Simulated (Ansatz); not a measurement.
**BH8NSi2: how energies converge with the basis set**

An exercise on one series of results from a longer session: the logs are not shown, and one member is left open.

Program: Ansatz 0.2.0, Gaussian basis. Level of theory: one geometry, several basis sets. These are calculated values, not measurements.

Plan: PBE0-D4/def2-SVP; ωB97M-V/def2-SVP; PBE0-D4/def2-QZVPP; ωB97M-V/def2-QZVPP; the functionals' def2-TZVPP values are taken from earlier runs.

**Structure used throughout**

All runs share one geometry, relaxed beforehand with PBE0-D4 in a triple-zeta def2 set.

SMILES `B[SiH2]N[SiH3]`, 12 atoms, charge 0, spin multiplicity 1.

Atoms are counted from 1 here; the program's logs count them from 0.

Bond lengths: B1–Si2 2.003 Å, B1–H5 1.197 Å, B1–H6 1.198 Å, Si2–N3 1.733 Å, Si2–H7 1.502 Å, Si2–H8 1.490 Å, N3–Si4 1.725 Å, N3–H9 1.010 Å, Si4–H10 1.491 Å, Si4–H11 1.488 Å, Si4–H12 1.485 Å. Angles: Si2–B1–H5 119.8°, Si2–B1–H6 123.0°, H5–B1–H6 117.1°, B1–Si2–N3 113.1°, B1–Si2–H7 104.6°, B1–Si2–H8 112.4°, N3–Si2–H7 113.1°, N3–Si2–H8 107.6°, H7–Si2–H8 105.8°, Si2–N3–Si4 128.4°, Si2–N3–H9 115.0°, Si4–N3–H9 116.0°, N3–Si4–H10 113.5°, N3–Si4–H11 110.2°, N3–Si4–H12 107.3°, H10–Si4–H11 107.3°, H10–Si4–H12 108.3°, H11–Si4–H12 110.1°.

As a file:

```mol
BH8NSi2
  3D, bonds by distance, orders not assigned

 12 11  0  0  0  0  0  0  0  0999 V2000
   -1.7274    1.9146    0.1732 B   0  0
   -0.9563    0.1297   -0.3083 Si  0  0
    0.5766   -0.1738    0.4401 N   0  0
    1.7913   -1.3062   -0.0257 Si  0  0
   -2.6599    2.3453   -0.4403 H   0  0
   -1.3314    2.5697    1.0943 H   0  0
   -2.0134   -0.8604    0.0898 H   0  0
   -0.7794   -0.0350   -1.7781 H   0  0
    0.7145    0.2824    1.3309 H   0  0
    1.7449   -2.5787    0.7497 H   0  0
    3.1447   -0.7184    0.1681 H   0  0
    1.5727   -1.6243   -1.4598 H   0  0
  1  2  8  0
  2  3  8  0
  3  4  8  0
  1  5  8  0
  1  6  8  0
  2  7  8  0
  2  8  8  0
  3  9  8  0
  4 10  8  0
  4 11  8  0
  4 12  8  0
M  END
```

Set-up of the first run:

in.yaml reads:

```yaml
crystal:
  periodic: [false, false, false]
  atoms:
    - {symbol: B, position_ang: [-1.727376, 1.914585, 0.173247]}
    - {symbol: Si, position_ang: [-0.956339, 0.129705, -0.308285]}
    - {symbol: N, position_ang: [0.576605, -0.173823, 0.440117]}
    - {symbol: Si, position_ang: [1.791339, -1.306216, -0.025664]}
    - {symbol: H, position_ang: [-2.659933, 2.345277, -0.440327]}
    - {symbol: H, position_ang: [-1.331418, 2.569667, 1.094328]}
    - {symbol: H, position_ang: [-2.013407, -0.860355, 0.089786]}
    - {symbol: H, position_ang: [-0.779403, -0.035027, -1.778108]}
    - {symbol: H, position_ang: [0.714484, 0.282417, 1.330928]}
    - {symbol: H, position_ang: [1.744850, -2.578745, 0.749713]}
    - {symbol: H, position_ang: [3.144660, -0.718389, 0.168142]}
    - {symbol: H, position_ang: [1.572736, -1.624298, -1.459773]}
basis:
  gaussian: {orbitals: def2-SVP}
hamiltonian: {xc: pbe0, dispersion: d4}
output: {orbitals: {seedname: orbitals}}
```

On the command line:

```sh
$ ansatz run in.yaml --threads 4 --pin off --events-out ev --progress --plain --max-ram 10444MiB
```

Steps of the session up to this table: PBE0-D4 in def2-SVP; ωB97M-V in def2-SVP; PBE0-D4 in def2-QZVPP; ωB97M-V in def2-QZVPP.

One table of the session follows, with a row left open; its other results are not shown here.

It belongs to the step «Functionals by basis». 

```
functional       basis  HOMO (eV)  LUMO (eV)
   PBE0-D4    def2-SVP      -7.23      -2.38
   PBE0-D4  def2-TZVPP      -7.36      -2.43
   PBE0-D4  def2-QZVPP      -7.38      -2.44
   ωB97M-V    def2-SVP          ?          ?
   ωB97M-V  def2-TZVPP      -9.62      -0.47
   ωB97M-V  def2-QZVPP      -9.64      -0.52
```

Estimate the missing values for ωB97M-V, def2-SVP.

The run gave: HOMO (eV): -9.45; LUMO (eV): -0.31. In the column «HOMO (eV)» it lies between ωB97M-V, def2-TZVPP (-9.62) and PBE0-D4, def2-QZVPP (-7.38).
